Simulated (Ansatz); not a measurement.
# ClHMoOS₂: basis-set convergence

How large a basis does ClHMoOS₂ need? Two functionals are run in growing sets.

Method: one geometry, several basis sets; program: Ansatz 0.2.0, Gaussian basis.

The runs, in order: PBE0-D4/def2-SVP; ωB97M-V/def2-SVP; PBE0-D4/def2-QZVPP; ωB97M-V/def2-QZVPP; the functionals' def2-TZVPP values are taken from earlier runs.

## (1) The geometry

The geometry comes from an earlier relaxation with PBE0-D4 in a triple-zeta def2 set; it is a stationary point. Mo takes the def2 core potential; no spin-orbit term is included.

SMILES `[OH][Mo](=[S])(=[S])[Cl]`, 6 atoms, charge 0, spin multiplicity 1.

Atoms are counted from 1 here; the program's logs count them from 0.

Bond lengths: O1–Mo2 1.852 Å, O1–H6 0.963 Å, Mo2–S3 2.092 Å, Mo2–S4 2.091 Å, Mo2–Cl5 2.241 Å. Angles: Mo2–O1–H6 121.3°, O1–Mo2–S3 108.7°, O1–Mo2–S4 110.1°, O1–Mo2–Cl5 111.3°, S3–Mo2–S4 108.7°, S3–Mo2–Cl5 109.2°, S4–Mo2–Cl5 108.7°.

## (2) PBE0-D4 in def2-SVP

in.yaml

```yaml
crystal:
  periodic: [false, false, false]
  atoms:
    - {symbol: O, position_ang: [-0.785041, 0.577554, 1.154582]}
    - {symbol: Mo, position_ang: [0.307315, -0.128304, -0.163909]}
    - {symbol: S, position_ang: [1.792587, -1.288500, 0.743637]}
    - {symbol: S, position_ang: [-0.808219, -1.347847, -1.445206]}
    - {symbol: Cl, position_ang: [1.274822, 1.491898, -1.373338]}
    - {symbol: H, position_ang: [-1.739365, 0.631199, 1.038033]}
basis:
  gaussian: {orbitals: def2-SVP}
hamiltonian: {xc: pbe0, dispersion: d4}
output: {orbitals: {seedname: orbitals}}
```

After this run come: ωB97M-V in def2-SVP; PBE0-D4 in def2-QZVPP; ωB97M-V in def2-QZVPP.

Q: Predict the results of all the runs planned. Wanted: PBE0-D4: double and triple zeta above quadruple; ωB97M-V: double and triple zeta above quadruple.

As calculated:

| quantity | value |
| --- | --- |
| PBE0-D4: double and triple zeta above quadruple | 16.29, 1.24 eV |
| ωB97M-V: double and triple zeta above quadruple | 16.15, 1.18 eV |

For PBE0-D4 the step from double to triple zeta gains 15.05 eV and the next only 1.24 eV. These are total energies; as a rule much of such shifts cancels in differences, which this series doesn't test.
